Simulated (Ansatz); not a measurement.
# CH₃BOS: a ladder of functionals and wavefunction methods

One table from this session's results is given with a row withheld; the runs are named, their logs left out.

The runs use Ansatz 0.2.0, Gaussian basis; functionals in def2-TZVPP, the program's frozen cores in correlated methods.

Levels to be run: LDA (SPW92), PBE-D4, revPBE-D4, BLYP-D4, r2SCAN-D4, B97M-V, PBE0-D4, B3LYP-D4, r2SCANh-D4, r2SCAN0-D4, HSE06-D4, BHLYP-D4, CAM-B3LYP-D4, LC-ωPBE, ωB97X-V, ωB97M-V, B2PLYP, PBE-QIDH; CCSD(T)/def2-SVP; CCSD(T)/def2-TZVPP; MP2/def2-QZVPP; extrapolation to the limit; RPA on PBE.

## The geometry

An earlier PBE0-D4 in a triple-zeta def2 set relaxation fixed the geometry.

SMILES `SB1CO1`, 7 atoms, charge 0, spin multiplicity 1.

Atoms are counted from 1 here; the program's logs count them from 0.

Bond lengths: S1–B2 1.770 Å, S1–H5 1.346 Å, B2–C3 1.506 Å, B2–O4 1.337 Å, C3–O4 1.497 Å, C3–H6 1.086 Å, C3–H7 1.086 Å. Angles: B2–S1–H5 95.5°, S1–B2–C3 156.2°, S1–B2–O4 140.6°, C3–B2–O4 63.2°, B2–C3–O4 52.9°, B2–C3–H6 122.1°, B2–C3–H7 122.1°, O4–C3–H6 112.7°, O4–C3–H7 112.7°, H6–C3–H7 114.9°, B2–O4–C3 63.9°.

The first run:

Input file in.yaml:

```yaml
crystal:
  periodic: [false, false, false]
  atoms:
    - {symbol: S, position_ang: [-1.454880, 1.303999, -0.810467]}
    - {symbol: B, position_ang: [-0.241998, 0.188880, -0.163912]}
    - {symbol: C, position_ang: [0.827737, -0.284229, 0.784935]}
    - {symbol: O, position_ang: [0.290602, -1.012575, -0.408000]}
    - {symbol: H, position_ang: [-1.820247, 0.516200, -1.838750]}
    - {symbol: H, position_ang: [1.869477, 0.000238, 0.668938]}
    - {symbol: H, position_ang: [0.590610, -0.780513, 1.721456]}
basis:
  gaussian: {orbitals: def2-TZVPP}
hamiltonian: {xc: lda}
output: {orbitals: {seedname: orbitals}}
```

Started as:

```sh
ansatz run in.yaml --threads 2 --pin off --events-out ev --progress --plain --max-ram 4352MiB
```

Steps of the session up to this table: LDA; PBE-D4 (GGA); revPBE-D4 (GGA); BLYP-D4 (GGA); r2SCAN-D4 (meta-GGA); B97M-V (meta-GGA); B3LYP-D4 (hybrid); r2SCANh-D4 (hybrid); r2SCAN0-D4 (hybrid); HSE06-D4 (hybrid); BHLYP-D4 (hybrid); CAM-B3LYP-D4 (range-separated); LC-ωPBE (range-separated); ωB97X-V (range-separated); ωB97M-V (range-separated); B2PLYP (double hybrid); PBE-QIDH (double hybrid).

One table of the session follows, with a row left open; its other results are not shown here.

It belongs to the step «Frontier levels by functional». 

```
  functional  HOMO (eV)  gap (eV)
 LDA (SPW92)      -7.00      5.86
      PBE-D4      -6.86      5.98
   revPBE-D4      -6.81      6.03
     BLYP-D4      -6.70      5.98
   r2SCAN-D4      -7.16      6.62
      B97M-V      -7.23      6.76
     PBE0-D4      -8.16      8.26
    B3LYP-D4      -7.90      7.80
  r2SCANh-D4      -7.64      7.44
  r2SCAN0-D4      -8.36      8.67
    HSE06-D4      -7.76      7.47
    BHLYP-D4      -9.29     10.34
CAM-B3LYP-D4      -9.48     10.68
     LC-ωPBE          ?         ?
     ωB97X-V     -10.52     12.81
     ωB97M-V     -10.36     12.28
```

Q: Estimate the row for LC-ωPBE from the others.

**Answer.** HOMO (eV): -10.89; gap (eV): 13.33. In the column «HOMO (eV)» it is the lowest.
